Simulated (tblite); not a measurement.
# CH7ClOSi2: the cost of one run

Computed with tblite 0.8.0 and PySCF 2.14.0; each step states its level. No surroundings beyond the atoms listed, unless a continuum is named. Atoms count from 0, parts from 1.

## Step 1: The system as given

12 atoms, charge 0, multiplicity 1; geometry: distance geometry start.

## Step 2: Relaxing the cluster with GFN2-xTB

What the job is given:

```
{"job": {"kind": "relax", "xc": "GFN2-xTB", "basis": "xTB"}, "charge": 0, "multiplicity": 1}
Si     0.159485     0.613394    -0.202054
Si    -1.634469    -0.597426     0.414031
C      1.567579    -0.634673    -0.432730
O      0.569507     1.645527     1.059086
Cl    -0.229837     1.650983    -1.991568
H     -1.355436    -1.231435     1.715903
H     -1.980171    -1.597424    -0.638560
H     -2.774065     0.316451     0.626600
H      2.273642    -0.449001     0.381733
H      2.015220    -0.576971    -1.422807
H      1.114534    -1.659495    -0.341987
H      0.246412     2.551992     0.847059
```

Level: GFN2-xTB geometry optimisation, gas phase.

The run is started by

```sh
$ OMP_NUM_THREADS=1 python cluster_run.py task.json out
```

The driver reads the jobs from task.json and runs them one after another.

**Question.** How long does this first job take on 1 thread of Arm Neoverse V1, shared host?

About 2.3 s.
